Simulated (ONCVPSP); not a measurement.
# Copper: generating and testing an ONCV potential

Aim: build the potential from the settings below, then test how well it stands in for the atom: other configurations, scattering, ghost states and the plane-wave cutoff that it needs.

The numbers are computed with ONCVPSP 4.0.1.1 (patched build) (PBE, scalar-relativistic, spin-unpolarised reference atom).

**1. The design**

The settings as typed:

```json
{"element": "copper (Cu, Z = 29)", "type": "optimised norm-conserving Vanderbilt (ONCV)", "frozen core": "[Ne]", "valence charge": "19", "reference configuration": "3s2 3p6 3d9 4s2", "partial waves": "3s+4s: rc 1.05 bohr, ncon 4, nbas 7, qcut 9.6 1/bohr, 2 projectors; 3p: rc 1.10 bohr, ncon 4, nbas 7, qcut 13.2 1/bohr, 2 projectors, debl 1.9 Ha; 3d: rc 0.80 bohr, ncon 4, nbas 8, qcut 23.5 1/bohr, local", "local potential": "the d channel", "core correction": "not asked for"}
```

The outer shells as boxes (Hund's rule for the drawing; the calculation is spin-unpolarised):

```
[Ne] core
3s [↑↓]
3p [↑↓][↑↓][↑↓]
3d [↑↓][↑↓][↑↓][↑↓][↑ ]
4s [↑↓]
```

The nodes and maxima of the atom's own shells, from an earlier all-electron run, set the scale for the radii.

All-electron outer shells of the reference configuration (PBE, scalar-relativistic, ld1.x):

```json
{"shell": "2p", "level (eV)": "-922.70", "outermost node (bohr)": "–", "outermost maximum (bohr)": "0.16"}
{"shell": "3s", "level (eV)": "-120.00", "outermost node (bohr)": "0.29", "outermost maximum (bohr)": "0.61"}
{"shell": "3p", "level (eV)": "-77.31", "outermost node (bohr)": "0.26", "outermost maximum (bohr)": "0.62"}
{"shell": "3d", "level (eV)": "-9.52", "outermost node (bohr)": "–", "outermost maximum (bohr)": "0.60"}
{"shell": "4s", "level (eV)": "-5.81", "outermost node (bohr)": "0.88", "outermost maximum (bohr)": "2.16"}
{"shell": "4p", "level (eV)": "-1.17", "outermost node (bohr)": "0.96", "outermost maximum (bohr)": "3.14"}
```

**2. Generating the potential**

Contents of Cu.dat:

```
# ATOM AND REFERENCE CONFIGURATION
# atsym  z   nc   nv     iexc    psfile
  Cu 29.00    3    4        4      upf
#
#   n    l    f
    1    0    2.00
    2    0    2.00
    2    1    6.00
    3    0    2.00
    3    1    6.00
    3    2    9.00
    4    0    2.00
#
# PSEUDOPOTENTIAL AND OPTIMIZATION
# lmax
    2
#
#   l,   rc,      ep,       ncon, nbas, qcut
    0    1.05    0.00    4    7    9.60
    1    1.10    0.00    4    7   13.20
    2    0.80    0.00    4    8   23.50
#
# LOCAL POTENTIAL
# lloc, lpopt,  rc(5),   dvloc0
    2    5    0.80    0.00
#
# VANDERBILT-KLEINMAN-BYLANDER PROJECTORs
# l, nproj, debl
    0    2    3.50
    1    2    1.90
    2    0    3.20
#
# MODEL CORE CHARGE
# icmod, fcfact, rcfact
    0    0.00    0.00
#
# LOG DERIVATIVE ANALYSIS
# epsh1, epsh2, depsh
   -6.00    5.00    0.04
#
# OUTPUT GRID
# rlmax, drl
    6.00    0.01
#
# TEST CONFIGURATIONS
# ncnf
    4
# nvcnf
#   n    l    f
    4
    3    0    2.00
    3    1    6.00
    3    2   10.00
    4    0    1.00
#
    4
    3    0    2.00
    3    1    6.00
    3    2   10.00
    4    0    0.00
#
    4
    3    0    2.00
    3    1    6.00
    3    2    9.00
    4    0    0.00
#
    5
    3    0    2.00
    3    1    6.00
    3    2   10.00
    4    0    0.00
    4    1    1.00
#
```

Run with:

```
$ oncvpsp.x < Cu.dat > Cu.out
```

Before running it: what results should come out? Wanted: cutoffs for 1 and 0.1 mHa per electron, occupied waves; bound ghosts; GHOST(+) flags; largest test error; largest phase difference near zero energy, channels read; projector energies reset by the program.

**Answer**, as computed:

```
                                                quantity                           value
  cutoffs for 1 and 0.1 mHa per electron, occupied waves               172 Ha and 200 Ha
                                            bound ghosts                      none found
                                          GHOST(+) flags                     s at 203 eV
                            largest test error (AE − PS)  +2.4 meV, for 3s2 3p6 3d10 4s0
largest phase difference near zero energy, channels read                       0.001 rad
                 projector energies reset by the program             p: -2.841, 0.250 Ha
```

By total energies transferability is very good: the largest error is 2.4 meV on 6.2 eV, for 3s2 3p6 3d10 4s0. The potential is very hard: the looser tolerance needs 172 Ha. At the looser tolerance the 3d wave is the slowest; 3p needs 49 Ha. No bound ghost shows below the valence levels. Near zero energy the phases of the channels with partial waves agree within 0.001 rad. The program also flags highly localised states, GHOST(+) (s). These are tests on the free atom; a crystal test is still owed.
